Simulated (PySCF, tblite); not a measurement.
# C4H9OPSi: infrared bands and NMR shifts

What infrared bands and NMR shifts should C4H9OPSi (`C=CP([SiH3])C(C)=O`) show?

Programs: tblite 0.8.0 and PySCF 2.14.0, with density-fitted response routines of our own. Each step states its level of theory. These are calculated values for one molecule in the gas phase, unless marked as measured. Atoms count from 0, in the outputs and in this text.

**1. The molecule as given**

16 atoms, charge 0, multiplicity 1; geometry from: GFN2-xTB.

Bonds of the start (Å): C0–C1 1.32, C1–P2 1.81, P2–Si3 2.25, P2–C4 1.84, C4–C5 1.50, C4–O6 1.21, C0–H7 1.08, C0–H8 1.08, C1–H9 1.08, Si3–H10 1.46, Si3–H11 1.46, Si3–H12 1.46, C5–H13 1.09, C5–H14 1.09, C5–H15 1.09.

**2. Vibrational analysis with GFN2-xTB**

The job: settings as JSON, then the geometry in Å.

```
{"job": {"kind": "ir", "xc": "GFN2-xTB", "basis": "xTB"}, "charge": 0, "multiplicity": 1}
C      2.910405    -0.434769    -0.040158
C      1.638182    -0.796891    -0.107780
P      0.326491     0.254691    -0.770417
Si    -0.036372     1.523517     1.047412
C     -1.108777    -0.857753    -0.464194
C     -2.429044    -0.299065    -0.916243
O     -0.974926    -1.962082     0.004938
H      3.666084    -1.100972     0.343611
H      3.246905     0.538605    -0.360062
H      1.305439    -1.783214     0.194961
H     -0.373217     0.765939     2.253489
H     -1.136598     2.425064     0.696933
H      1.207398     2.263987     1.250911
H     -3.235215    -0.678258    -0.291663
H     -2.599284    -0.638426    -1.938564
H     -2.415069     0.788571    -0.914586
```

**Question.** This job is followed by: GIAO PBE0/pcSseg-1 NMR shielding, non-relativistic, gas phase. Predict these results of the whole session: strongest single infrared mode (GFN2-xTB); zero-point energy (GFN2-xTB); 13C shifts against TMS (PBE0/pcSseg-1); 1H shifts against TMS (PBE0/pcSseg-1, means over atoms taken as alike); 31P shifts against H3PO4 (PBE0/pcSseg-1); 29Si shifts against TMS (PBE0/pcSseg-1); 17O shifts against H2O (PBE0/pcSseg-1).

The runs gave:

```
                                                              quantity                             value
                             strongest single infrared mode (GFN2-xTB)              747 cm⁻¹, 379 km/mol
                                          zero-point energy (GFN2-xTB)                     70.3 kcal/mol
                                13C shifts against TMS (PBE0/pcSseg-1)     223.8, 139.7, 134.3, 35.0 ppm
1H shifts against TMS (PBE0/pcSseg-1, means over atoms taken as alike)  7.44, 6.20, 6.00, 4.12, 2.41 ppm
                              31P shifts against H3PO4 (PBE0/pcSseg-1)                         -84.4 ppm
                               29Si shifts against TMS (PBE0/pcSseg-1)                         -64.8 ppm
                                17O shifts against H2O (PBE0/pcSseg-1)                         723.0 ppm
```

No mode is imaginary among the 42: a minimum at this level. The strongest single mode, at 747 cm⁻¹, has its largest shares on H11, H10 and H12 (the list is cut at 3 atoms). GFN2-xTB is a fitted tight-binding method: band positions and strengths are rough. Its intensities can rank the bands wrongly. H9 (hydrogen on an alkene CH) lies farthest downfield among hydrogen, at 7.44 ppm; attached to an sp2 carbon and in the plane of the double bond. At PBE0/pcSseg-1: The largest span, 1453 ppm, is at O6, where the paramagnetic term is -789 ppm.
